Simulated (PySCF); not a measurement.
# A diatomic session: BeBr

The task here is to estimate one member of a computed series from the others.

Computed with PySCF 2.14.0. Level: Be def2-SVPD, Br def2-SVPD, no relativity.

Set-up of the first run:

The job is set up so:

| Item | Value |
| --- | --- |
| atoms | Be, Br |
| charge | 0 |
| basis | Be def2-SVPD, Br def2-SVPD |
| Hamiltonian | no relativity |
| basis functions | 53 |
| electrons treated | 39 |
| masses in u | 9.0122, 78.9183 |
| levels | PBE0, PBE, r²SCAN, PBEsol, r²SCANh, M06, ωB97X, HF, MP2, SCS-MP2, CCSD, CCSD(T) |
| grid | 80 radial by 434 angular points |
| occupations | held fixed by the projection of orbital angular momentum |
| dissociation limit | Be + Br, each in its ground configuration |
| starting distance in angstrom | 2.075 |
| values of 2S to try | 1, 3 |

The run is started by

```
> OMP_NUM_THREADS=1 python dia.py task.json out
```

Steps of the session up to this table: Set-up; First curve: PBE0; Higher solutions at PBE0; PBE (GGA); r²SCAN (meta-GGA); PBEsol (GGA); r²SCANh (hybrid meta-GGA); M06; ωB97X (range-separated hybrid); UHF; Adding correlation.

One of the session's tables, all rows but one given; the rest of the session is left out.

Energy (eV) from each level's lowest point:

| R (Å) | UHF | UHF-MP2 | UHF-SCS-MP2 | UHF-CCSD | UHF-CCSD(T) |
| --- | --- | --- | --- | --- | --- |
| 1.714 | 0.919 | 0.917 | 0.928 | n/a | n/a |
| 1.794 | 0.432 | 0.432 | 0.440 | 0.439 | 0.444 |
| 1.873 | 0.151 | 0.152 | 0.157 | 0.157 | 0.160 |
| 1.933 | 0.042 | 0.043 | 0.046 | 0.046 | 0.047 |
| 1.993 | 0.000 | 0.000 | 0.000 | 0.000 | 0.000 |
| 2.053 | ? | ? | ? | ? | ? |
| 2.132 | 0.086 | 0.082 | 0.076 | 0.075 | 0.071 |
| 2.232 | 0.253 | 0.243 | 0.234 | 0.231 | 0.224 |
| 2.352 | 0.521 | 0.502 | 0.488 | 0.483 | 0.471 |
| 2.511 | 0.936 | 0.906 | 0.886 | n/a | n/a |

Estimate the missing values for R (Å) = 2.053.

Worked estimate for «UHF». A straight line through the neighbours (1.993, 0.000) and (2.132, 0.086) gives 0.000 + (0.086 − 0.000) × (2.053 − 1.993) / (2.132 − 1.993) = 0.037; a parabola fitted to 4 rows on both sides gives 0.015.

**Answer.** UHF: 0.010; UHF-MP2: 0.009; UHF-SCS-MP2: 0.006; UHF-CCSD: 0.006; UHF-CCSD(T): 0.004. In «UHF» the line misses by +0.027 and the parabola by +0.005.

State 2 has its PBE0 minimum 5.45 eV higher. The other levels ran on the lowest alone.
